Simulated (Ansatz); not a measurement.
# Si(CCH)2H2 (C₄H₄Si): structure and electronic state

What does Si(CCH)2H2 (C₄H₄Si) look like as a singlet, and where do its frontier electrons sit?

The runs use Ansatz 0.2.0, Gaussian basis; RKS PBE0-D4/def2-TZVP.

Plan: relaxation at PBE0-D4/def2-SVP; a search for the lowest solution at PBE0-D4/def2-SVP; a single point at PBE0-D4/def2-TZVP.

## 1. Starting geometry

9 atoms, charge 0, spin multiplicity 1.

Atoms are counted from 1 here; the program's logs count them from 0.

Bond lengths: Si1–C2 1.851 Å, Si1–C5 1.851 Å, Si1–H8 1.468 Å, Si1–H9 1.468 Å, C2–C3 1.202 Å, C3–H4 1.052 Å, C5–C6 1.202 Å, C6–H7 1.052 Å. Angles: C2–Si1–C5 107.0°, C2–Si1–H8 109.2°, C2–Si1–H9 109.3°, C5–Si1–H8 109.2°, C5–Si1–H9 109.3°, H8–Si1–H9 112.7°, Si1–C2–C3 179.1°, C2–C3–H4 179.4°, Si1–C5–C6 178.9°, C5–C6–H7 179.3°.

Geometry (Å):

```mol
C4H4Si
  3D, bonds by distance, orders not assigned

  9  8  0  0  0  0  0  0  0  0999 V2000
   -0.8279   -0.0053   -0.5626 Si  0  0
   -0.7547   -0.0256    1.2867 C   0  0
   -0.7266   -0.0400    2.4880 C   0  0
   -0.6915   -0.0507    3.5397 H   0  0
    0.9195    0.0276   -1.1729 C   0  0
    2.0458    0.0474   -1.5915 C   0  0
    3.0365    0.0654   -1.9462 H   0  0
   -1.5180    1.2127   -1.0055 H   0  0
   -1.4831   -1.2314   -1.0357 H   0  0
  1  2  8  0
  1  5  8  0
  1  8  8  0
  1  9  8  0
  2  3  8  0
  3  4  8  0
  5  6  8  0
  6  7  8  0
M  END
```

The start is a GFN2-xTB geometry.

## 2. Optimising with PBE0-D4/def2-SVP

in.yaml reads:

```yaml
crystal:
  periodic: [false, false, false]
  atoms:
    - {symbol: Si, position_ang: [-0.827880, -0.005320, -0.562630]}
    - {symbol: C, position_ang: [-0.754720, -0.025630, 1.286720]}
    - {symbol: C, position_ang: [-0.726630, -0.040020, 2.487990]}
    - {symbol: H, position_ang: [-0.691470, -0.050700, 3.539720]}
    - {symbol: C, position_ang: [0.919470, 0.027640, -1.172880]}
    - {symbol: C, position_ang: [2.045840, 0.047420, -1.591520]}
    - {symbol: H, position_ang: [3.036530, 0.065350, -1.946240]}
    - {symbol: H, position_ang: [-1.518040, 1.212660, -1.005470]}
    - {symbol: H, position_ang: [-1.483110, -1.231390, -1.035690]}
basis:
  gaussian: {orbitals: def2-SVP}
hamiltonian: {xc: pbe0, dispersion: d4}
scf: {omitted_lower_state_checks: [starts]}
output: {orbitals: {seedname: orbitals}}
relax: {f_tol: 0.02, max_steps: 100}
```

Command:

```sh
ansatz run in.yaml --threads 2 --pin off --events-out ev --progress --plain --max-ram 22528MiB --backend cpu
```

The runs that follow: Searching for the lowest solution, PBE0-D4/def2-SVP; Single point, PBE0-D4/def2-TZVP.

**Question.** What will the summary of the whole plan be? Wanted: point group; commonest bond, hydrogen aside; HOMO, LUMO at PBE0-D4/def2-TZVP; dipole at PBE0-D4/def2-SVP.

The runs gave:

| quantity | value |
| --- | --- |
| point group | C2v |
| commonest bond, hydrogen aside | C–Si, 2 of mean length 1.833 Å |
| HOMO, LUMO at PBE0-D4/def2-TZVP | -8.21, -0.52 eV |
| dipole at PBE0-D4/def2-SVP | 0.61 D |

**Reading.** The molecule keeps its bonding pattern by the stored test; the atoms moved 0.04 Å (rms). No usable vibrations, so a minimum isn't proven.
